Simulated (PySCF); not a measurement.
# C6H7P: the cost of one run

Computed with PySCF 2.14.0, with density-fitted response routines of our own, on a single molecule in the gas phase. Atoms are numbered from 0 throughout.

## (1) Starting geometry

14 atoms, charge 0, multiplicity 1; geometry from: GFN2-xTB. The atoms were then displaced at random by about 0.01 Å, so the start is not that level's minimum.

Bonds of the start (Å): P0–C1 1.86, C1–C2 1.40, C2–C3 1.33, C3–C4 1.39, C4–C5 1.40, C5–C6 1.40, C6–C1 1.39, P0–H7 1.42, P0–H8 1.36, C2–H9 1.09, C3–H10 1.10, C4–H11 1.07, C5–H12 1.10, C6–H13 1.07.

## (2) Geometry optimisation at PBE0-D3(BJ)/def2-SVP

Job settings and geometry (Å):

```
{"job": {"xc": "PBE0", "basis": "def2-SVP", "d3": "d3bj", "grid": 1, "shake": 0.01, "kind": "geom"}, "charge": 0, "multiplicity": 1}
P      2.615210    -0.242010     0.663930
C      0.811630    -0.080330     0.250410
C      0.048090    -1.215280    -0.039080
C     -1.255250    -1.107750    -0.279170
C     -1.914810     0.119060    -0.238660
C     -1.178470     1.264430     0.067570
C      0.191620     1.157870     0.316640
H      3.008090     0.887950    -0.103940
H      2.896170    -1.106100    -0.344890
H      0.551980    -2.181130    -0.053130
H     -1.870150    -1.999800    -0.496100
H     -2.965850     0.205660    -0.413910
H     -1.686230     2.235250     0.100810
H      0.740820     2.047110     0.561760
```

The run is started by

```sh
$ OMP_NUM_THREADS=1 python probes_run.py task.json out
```

One launch serves the whole session: the jobs run in the order shown.

Q: Estimate the wall time and peak memory of this first job on 1 thread of Arm Neoverse V2, shared host.

About 41 s, with a peak of 0.59 GiB.
